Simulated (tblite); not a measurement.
# CH12AlNSi3: the cost of one run

Computed with tblite 0.8.0 and PySCF 2.14.0, with density-fitted response routines of our own, on a single molecule in the gas phase. Atoms count from 0, in the outputs and in this text.

### Step 1. The starting structure

18 atoms, charge 0, multiplicity 1; geometry from: force field or distance geometry start.

Bonds of the start (Å): Al0–N1 1.91, N1–Si2 1.79, N1–Si3 1.79, Si3–C4 1.86, C4–Si5 1.85, Al0–H6 1.62, Al0–H7 1.59, Si2–H8 1.47, Si2–H9 1.49, Si2–H10 1.46, Si3–H11 1.48, Si3–H12 1.44, C4–H13 1.11, C4–H14 1.12, Si5–H15 1.49, Si5–H16 1.48, Si5–H17 1.48.

### Step 2. Relaxing the molecule with GFN2-xTB

What the job is given:

```
{"job": {"kind": "relax", "xc": "GFN2-xTB", "basis": "xTB"}, "charge": 0, "multiplicity": 1}
Al    -1.425600     1.760200     0.427200
N     -1.177300    -0.129700     0.271100
Si    -2.728700    -0.770000    -0.339300
Si     0.041800    -0.463300    -1.001900
C      1.673000    -1.029200    -0.309700
Si     2.893700     0.346500    -0.095100
H     -2.729700     2.429000    -0.254200
H     -0.149800     2.690000     0.585800
H     -2.888000    -0.302200    -1.721500
H     -3.850300    -0.163700     0.424900
H     -2.825300    -2.221100    -0.267200
H     -0.488900    -1.609900    -1.781700
H      0.125600     0.671900    -1.885900
H      1.583500    -1.643300     0.611600
H      2.101400    -1.720200    -1.074400
H      3.863200     0.043100     0.997100
H      2.265300     1.650700     0.196600
H      3.707400     0.467600    -1.324700
```

Command:

```sh
$ OMP_NUM_THREADS=1 python probes_run.py task.json out
```

This one command runs all jobs of the session in turn.

Q: Estimate the wall time and peak memory of this first job on 1 thread of Intel Xeon Platinum 8259CL at 2.50GHz, shared host.

About 4.9 s, with a peak of 0.18 GiB.
